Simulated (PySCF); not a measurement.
# A diatomic session: InO+

What are the lowest state that PBE0 finds, the bond length, vibrational wavenumber and bond energy of InO+, and how much do these hang on the method?

Computed with PySCF 2.14.0. Level: In def2-SVP with ECP28, O def2-SVP, scalar-relativistic core potentials.

## Step 1: Input

Settings of the job:

```
atoms                         : In, O
charge                        : 1
basis                         : In def2-SVP with ECP28, O def2-SVP
Hamiltonian                   : scalar-relativistic core potentials
basis functions               : 40
electrons treated             : 28
masses in u                   : 114.9039, 15.9949
levels                        : PBE0, PBE, r²SCAN, MN15, LDA, BHandHLYP, LC-ωPBE, HF, MP2, SCS-MP2, CCSD, CCSD(T)
grid                          : 80 radial by 434 angular points
occupations                   : held fixed by the projection of orbital angular momentum
dissociation limit            : In+ + O, each in its ground configuration
starting distance in angstrom : 2.090
values of 2S to try           : 0, 2
```

Launch:

```bash
> OMP_NUM_THREADS=1 python dia.py task.json out
```

After this run come: PBE0 along the bond; Higher solutions at PBE0; PBE (GGA); r²SCAN (meta-GGA); MN15; LDA; BHandHLYP (global hybrid GGA); LC-ωPBE; UHF; Correlated methods on the Hartree–Fock reference.

What does the calculation give? Wanted: for each run, Re; ωe; De; μ.

The runs gave:

Lowest PBE0 solution found, without spin–orbit coupling: ³Σ⁻ (triplet), unpaired electrons π ↑↑. The other levels ran on it alone.

```tsv
level	Re (Å)	ωe (cm⁻¹)	De (eV)	μ (D)
UHF	3.214	88.9	0.153	-1.14
UHF-MP2	3.037	110.4	0.217	n/a
UHF-SCS-MP2	3.057	108.3	0.212	n/a
UHF-CCSD	3.037	111.1	0.222	n/a
UHF-CCSD(T)	3.011	115.2	0.233	n/a
LDA	2.714	191.0	0.56	0.23
PBE	2.861	153.7	0.407	-0.10
r²SCAN	2.846	153.4	0.356	-0.13
PBE0	2.893	141.9	0.319	-0.38
MN15	2.876	148.0	0.339	-0.35
BHandHLYP	2.957	126.0	0.259	-0.63
LC-ωPBE	2.903	137.5	0.290	-0.46
```

De is counted to In+ + O in their ground configurations. A positive dipole points from In to O; in an ion it is taken about the centre of mass and does not tell which atom is negative.

In words: Bond lengths run from 2.714 Å (LDA) to 3.214 Å (UHF). CCSD(T) can't serve as the judge here: for a weak bond in this basis it is far from its limit. Among the levels with a De in the table, it runs from 0.153 eV (UHF) to 0.56 eV (LDA).

Correlated steps freeze 5 core orbitals. Spin–orbit coupling is left out, which matters for elements this heavy, above all for dissociation energies. The bond is weak, and basis-set superposition, which was not computed, may be a sizeable part of it.
